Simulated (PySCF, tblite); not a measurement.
# C3H4F4O: geometry, infrared bands, NMR shifts, spin-spin couplings and electronic excitations

Wanted: the infrared bands, NMR shifts, spin-spin couplings and electronic excitations of C3H4F4O (`CO[C@@H](F)C(F)(F)F`), by calculation.

The runs use tblite 0.8.0 and PySCF 2.14.0, with density-fitted response routines of our own; the level of theory stands in each step. All values are computed, except where a source is named. Atoms are numbered from 0 throughout.

**1. Starting geometry**

12 atoms, charge 0, multiplicity 1; geometry from: GFN2-xTB.

Bonds of the start (Å): C0–O1 1.42, O1–C2 1.35, C2–F3 1.38, C2–C4 1.54, C4–F5 1.34, C4–F6 1.34, C4–F7 1.33, C0–H8 1.09, C0–H9 1.09, C0–H10 1.09, C2–H11 1.11.

**2. Infrared spectrum with GFN2-xTB**

What the job is given:

```
{"job": {"kind": "ir", "xc": "GFN2-xTB", "basis": "xTB"}, "charge": 0, "multiplicity": 1}
C     -1.900844    -0.285119    -0.085716
O     -0.531114    -0.496255    -0.414896
C      0.342713     0.246664     0.306451
F      0.383992    -0.154778     1.624740
C      1.751534     0.053581    -0.287541
F      1.781235     0.495551    -1.548398
F      2.660491     0.757093     0.393677
F      2.141255    -1.214035    -0.291811
H     -2.463532    -0.919608    -0.764471
H     -2.173619     0.763392    -0.236460
H     -2.099374    -0.575406     0.948088
H      0.108461     1.328235     0.330309
```

**Question.** This job is followed by: PBE0-D3(BJ)/def2-SVP geometry optimisation, gas phase; GIAO PBE0/pcSseg-1 NMR shielding, non-relativistic, gas phase; B3LYP/pcJ-1 indirect spin-spin coupling, non-relativistic, gas phase; TDDFT CAM-B3LYP/def2-SVPD, vertical, gas phase, core orbitals frozen in the response; GIAO KT3/pcSseg-2 NMR shielding, non-relativistic, gas phase. What will the session give for the following? strongest single infrared mode (GFN2-xTB); zero-point energy (GFN2-xTB); point group; rotational constants (main isotopes); 13C shifts against TMS (PBE0/pcSseg-1); 1H shifts against TMS (PBE0/pcSseg-1, means over atoms taken as alike); 17O shifts against H2O (PBE0/pcSseg-1); 19F shifts against CFCl3 (PBE0/pcSseg-1, means over atoms taken as alike); largest coupling of the table (B3LYP/pcJ-1); lowest singlet (CAM-B3LYP/def2-SVPD); brightest single state of those computed; lowest triplet; vertical ionisation energy (ΔSCF); range of the shift of F5.

As calculated:

| quantity | value |
| --- | --- |
| strongest single infrared mode (GFN2-xTB) | 1097 cm⁻¹, 271 km/mol |
| zero-point energy (GFN2-xTB) | 46.1 kcal/mol |
| point group | C1 |
| rotational constants (main isotopes) | 3.32, 1.54, 1.33 GHz |
| 13C shifts against TMS (PBE0/pcSseg-1) | 124.5, 107.5, 57.0 ppm |
| 1H shifts against TMS (PBE0/pcSseg-1, means over atoms taken as alike) | 4.80, 3.60 ppm |
| 17O shifts against H2O (PBE0/pcSseg-1) | 66.0 ppm |
| 19F shifts against CFCl3 (PBE0/pcSseg-1, means over atoms taken as alike) | -96.5, -171.9 ppm |
| largest coupling of the table (B3LYP/pcJ-1) | 1J(C,F) C4–F5, -348.5 Hz |
| lowest singlet (CAM-B3LYP/def2-SVPD) | 8.53 eV (145 nm), f = 0.024 |
| brightest single state of those computed | state 4, 9.58 eV, f = 0.063 |
| lowest triplet | 8.28 eV |
| vertical ionisation energy (ΔSCF) | 11.74 eV |
| range of the shift of F5 | -114.2 to -96.5 ppm |

In words: No mode is imaginary among the 30: a minimum at this level. The strongest single mode, at 1097 cm⁻¹, moves mainly C4. Unscaled tight-binding wavenumbers are off by several per cent, some by more. Its intensities can rank the bands wrongly. Over 7 steps the energy fell by 0.026 eV; of the close pairs, C0–O1 changed most, 1.424 to 1.409 Å. H11 (hydrogen on an sp3 CH bonded to F and O) lies farthest downfield among hydrogen, at 4.80 ppm; its carbon carries F and O, hence the downfield position. At PBE0/pcSseg-1: The widest tensor belongs to F5, F6, F7: span 152 ppm, with a paramagnetic part of -198 ppm. In the run at B3LYP/pcJ-1, the largest coupling of the table is C4–F5 (mean over like pairs), -348.5 Hz, of which the Fermi-contact term gives -321.7 Hz. Couplings across rotatable bonds belong to this one conformer; where others are populated, the observed values are averages. Density functionals describe couplings to fluorine poorly, F–F couplings above all, so those rows are rough. The lowest singlet, at 8.53 eV, is HOMO→LUMO 0.89 and is weak; of the 10 states computed, the strongest absorption comes from state 4 at 9.58 eV. The lowest triplet lies 0.26 eV below the lowest singlet (triplets in Tamm-Dancoff, singlets in full TDDFT). ΔSCF puts the ionisation energy at 11.74 eV, 1.08 eV above −ε(HOMO). Across the 2 runs the shift of F5 (with its like atoms) moves most, between -114.2 (KT3/pcSseg-2) and -96.5 ppm (PBE0/pcSseg-1).
